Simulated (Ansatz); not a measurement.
C:

```
C
1.0
     4.25517    0.00000    0.00000
     0.00000    4.25517    0.00000
     0.00000    0.00000    1.28229
C
1
Direct
  0.50000 0.50000 0.50000
```

The cell was built by a generator and needn't be a form met in nature.

| Item | Value |
| --- | --- |
| Program | Ansatz 0.2.0 |
| Task | relaxation of cell and atoms |
| Functional | HSEsol |
| Potentials or basis | Ansatz PAW |
| Cutoff | 420 eV (not typed: the program's choice for these potentials) |
| k mesh | 3 × 3 × 10 |
| Occupations | fermi-dirac, width 0.05 eV |
| Spin | no spin polarisation |

At the start: volume 23.22 Å³/atom.

Q: How do energy, volume and symmetry change on relaxing?

A: It ends after 5 steps and the volume is 23.00 Å³/atom (-0.9 %); space group P4/mmm (No. 123, to 0.05 Å).

The path:
| step | energy change (eV) | largest force (eV/Å) | volume (Å³) |
| --- | --- | --- | --- |
| 1 | 0.0000 | 0.0000 | 23.22 |
| 2 | -0.0074 | 0.0000 | 23.01 |
| 3 | -0.0075 | 0.0000 | 22.99 |
| 4 | -0.0075 | 0.0000 | 23.00 |
| 5 | -0.0073 | 0.0000 | 23.00 |

Final structure:
```
C
1.0
     4.25785    0.00000    0.00000
     0.00000    4.25785    0.00000
     0.00000    0.00000    1.26882
C
1
Cartesian
  2.1289 2.1289 0.6344
```

Caveat: the k mesh is coarse (spacing up to 0.49 Å⁻¹), so the values aren't converged, least of all with exact exchange; the plane-wave basis is chosen anew once the cell has moved, so the energies of steps on either side of that aren't comparable; the PAW data sets come from PBE, with cores solved anew for the run's functional, which leaves a small shift of forces and pressure.
